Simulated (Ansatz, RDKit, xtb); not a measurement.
# C2H8N2OSi: ranking a sample of isomers

Which of a sample of isomers of C2H8N2OSi is the most stable in the gas at 298.15 K, and what are its properties? The sample is small against all isomers, and the most stable one of this formula need not be in it.

Plan: many cheap relaxations first (GFN2-xTB), then density-functional screening, relaxation at PBE0-D3(BJ)/def2-SVP, vibrations (at GFN2-xTB) and a final energy. The numbers are computed, not measured.

## (1) Possible bonding patterns

Isomers were taken from a list of plausible structures; this is a sample, not all of them. That gives 7 candidates.

| label | SMILES | spin |
| --- | --- | --- |
| c103 | CC(=O)N[SiH2]N | singlet |
| c170 | C[Si@H](N)NC=O | singlet |
| c373 | CC(=O)[SiH](N)N | singlet |
| c504 | C=CO[SiH](N)N | singlet |
| c533 | CN[SiH2]NC=O | singlet |
| c567 | O[SiH]1NCCN1 | singlet |
| c779 | N[SiH2]CC(N)=O | singlet |

Candidates are built by distance geometry, with a force field where one applies, in up to four conformers (letters a to d).

**Question.** With final energies at CCSD(T)/def2-SVP + MP2/def2-TZVPP - MP2/def2-SVP, which structure will this search put lowest in free energy, and by what margin?

| quantity | value |
| --- | --- |
| lowest structure found | O[SiH]1NCCN1, singlet |
| next finalist | C=CO[SiH](N)N, singlet, 3.0 kcal/mol higher in G |
| share at equilibrium, among the finalists | 99.3 % |

The search ends on `O[SiH]1NCCN1`. The margin, 3.0 kcal/mol, is modest. GFN2-xTB, HF/STO-3G, r2SCAN-D4/def2-SVP, PBE0-D3(BJ)/def2-SVP, HF/def2-SVP and MP2/def2-SVP already put its bonding pattern lowest among the structures in one piece. 3 minima inside the window were never screened. Lowest found is not proven lowest: the search is finite, and each finalist counts with one conformer. Only 7 drawn patterns were tried, so whole families of isomers are missing, and the result ranks this sample alone.
